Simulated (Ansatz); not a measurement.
**C3H5BO: molecular dynamics**

All numbers below are computed with Ansatz 0.2.0 (RKS B3LYP/STO-3G).

## Step 1: The starting structure

Bond lengths: C1–C2 1.266 Å, C2–C3 1.436 Å, C3–B4 1.586 Å, C2–O5 1.443 Å, B4–O5 1.551 Å, C1–H6 1.150 Å, C1–H7 1.072 Å, C3–H8 1.074 Å, C3–H9 1.175 Å, B4–H10 1.113 Å. Angles (14 of 16 angles, heavy atoms first): C1–C2–C3 133.5°, C1–C2–O5 136.3°, C3–C2–O5 90.1°, C2–C3–B4 93.8°, C3–B4–O5 81.0°, C2–O5–B4 95.0°, C2–C1–H6 120.3°, C2–C1–H7 124.0°, C2–C3–H8 115.6°, C2–C3–H9 112.6°, B4–C3–H8 110.5°, B4–C3–H9 108.9°, C3–B4–H10 138.4°, O5–B4–H10 140.4°.

Structure file:

```xyz
10

C    -1.6114    0.6747   -0.0611
C    -0.4062    0.3197   -0.2140
C     0.4490   -0.6024    0.4791
B     1.6997   -0.3025   -0.4486
O     0.6595    0.6171   -1.1401
H    -2.0789    1.4580   -0.7614
H    -2.2427    0.3249    0.7317
H     0.1687   -1.6373    0.4108
H     0.6954   -0.2531    1.5731
H     2.7500   -0.6502   -0.5666
```

## Step 2: Relaxing the start

Input file input.yaml:

```yaml
crystal:
  periodic: [false, false, false]
  atoms:
    - { symbol: C, position_ang: [-1.6114, 0.6747, -0.0611] }
    - { symbol: C, position_ang: [-0.4062, 0.3197, -0.214] }
    - { symbol: C, position_ang: [0.449, -0.6024, 0.4791] }
    - { symbol: B, position_ang: [1.6997, -0.3025, -0.4486] }
    - { symbol: O, position_ang: [0.6595, 0.6171, -1.1401] }
    - { symbol: H, position_ang: [-2.0789, 1.458, -0.7614] }
    - { symbol: H, position_ang: [-2.2427, 0.3249, 0.7317] }
    - { symbol: H, position_ang: [0.1687, -1.6373, 0.4108] }
    - { symbol: H, position_ang: [0.6954, -0.2531, 1.5731] }
    - { symbol: H, position_ang: [2.75, -0.6502, -0.5666] }
basis:
  gaussian: { orbitals: STO-3G }
hamiltonian:
  xc: b3lyp
relax:
  f_tol: 0.02
  max_steps: 40
```

On the command line:

```bash
> ansatz run input.yaml --threads 1 --pin off --max-ram 2048MiB --backend cpu --events-out ev --progress --plain --runs-dir out
```

What time and memory should one allow on 1 thread of Arm Neoverse N1, shared host?

About 30 s, with a peak of 0.12 GiB.
